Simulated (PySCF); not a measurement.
**[Y(H2O)2]3+: other functionals and bases at one geometry**

An exercise on one series of results from a longer session: the logs are not shown, and one member is left open.

Computed with PySCF 2.14.0. Level: several levels, as the steps say, no spin–orbit coupling.

1 further run of the same task is left out (for a known fault of the program).

### Where the work starts

7 atoms, charge 3, spin multiplicity 1.

Bond lengths: Y1–O2 2.177 Å, Y1–O5 2.179 Å, O2–H3 0.994 Å, O2–H4 0.995 Å, O5–H6 0.995 Å, O5–H7 0.996 Å. Angles: O2–Y1–O5 111.7°, Y1–O2–H3 129.2°, Y1–O2–H4 127.9°, H3–O2–H4 102.9°, Y1–O5–H6 129.2°, Y1–O5–H7 127.8°, H6–O5–H7 102.9°.

Geometry (Å):

```xyz
7
charge 3, multiplicity 1
Y    -1.0234   -0.2919   -0.0116
O     0.1414    0.0077    1.8034
H     1.0394    0.4204    1.9122
H    -0.1107   -0.2275    2.7373
O     0.1539    0.1092   -1.8009
H     1.0759   -0.1880   -2.0271
H    -0.1235    0.6135   -2.6133
```

Formal oxidation states: Y +3. An earlier session relaxed this geometry at PBE0, Y def2-SVP with ECP28, O def2-SVP, H def2-SVP (singlet, point group C1).

At PBE0 on the finer grid: E = -189.679164 Eh, HOMO -26.88 eV, LUMO -19.00 eV, Mulliken charge on Y1 +2.13 e, largest force component 0.020 eV/Å. 

Levels to run: TPSSh; wB97X; PBE0, TZVP. Hardware: 2 threads of Intel Xeon Platinum 8488C (Sapphire Rapids), shared host.

The first run:

Contents of run.py (the lines that set the calculation):

```python
mol = gto.M(atom='''
Y     -1.02338    -0.29193    -0.01159
O      0.14137     0.00773     1.80338
H      1.03945     0.42036     1.91222
H     -0.11070    -0.22747     2.73727
O      0.15386     0.10916    -1.80092
H      1.07593    -0.18795    -2.02710
H     -0.12351     0.61352    -2.61327''',
    basis={'Y': 'def2-SVP', 'O': 'def2-SVP', 'H': 'def2-SVP'},
    ecp={'Y': 'def2-SVP'},
    charge=3, spin=0)
mf = dft.RKS(mol, xc='TPSSH')
mf.grids.atom_grid = (75, 302)
mf = mf.density_fit()  # fitting sets: Y def2-universal-JKFIT, O def2-universal-JKFIT, H def2-universal-JKFIT
mf.conv_tol = 1e-08; mf.max_cycle = 55
mf.kernel(dm0)  # dm0: the density of the relaxed state
```

On the command line:

```bash
OMP_NUM_THREADS=2 python run.py
```

Steps of the session up to this table: TPSSh; wB97X; PBE0, TZVP.

One of the session's tables, all rows but one given; the rest of the session is left out.

| level | HOMO (eV) | gap (eV) | charge on Y1 (e) | dipole (D) | largest force component (eV/Å) |
| --- | --- | --- | --- | --- | --- |
| PBE0 (relaxed here) | -26.88 | 7.88 | 2.13 | 1.32 | 0.02 |
| TPSSh | ? | ? | ? | ? | ? |
| wB97X | -29.39 | 12.94 | 2.16 | 1.12 | 0.17 |
| PBE0, TZVP | -26.86 | 7.88 | 2.29 | 1.33 | 0.25 |

Estimate the missing values for TPSSh.

**Answer.** HOMO (eV): -25.88; gap (eV): 6.48; charge on Y1 (e): 2.11; dipole (D): 1.42; largest force component (eV/Å): 0.21. In the column «HOMO (eV)» it is the highest.

The dipole of a charged species depends on the origin, so these sizes hold for this origin alone.

In one basis the HOMO–LUMO gap runs from 6.48 eV (TPSSh) to 12.94 eV (wB97X). The largest leftover force, 0.25 eV/Å with PBE0, TZVP, stands at a geometry relaxed at another level. Total energies of different levels can't be compared.
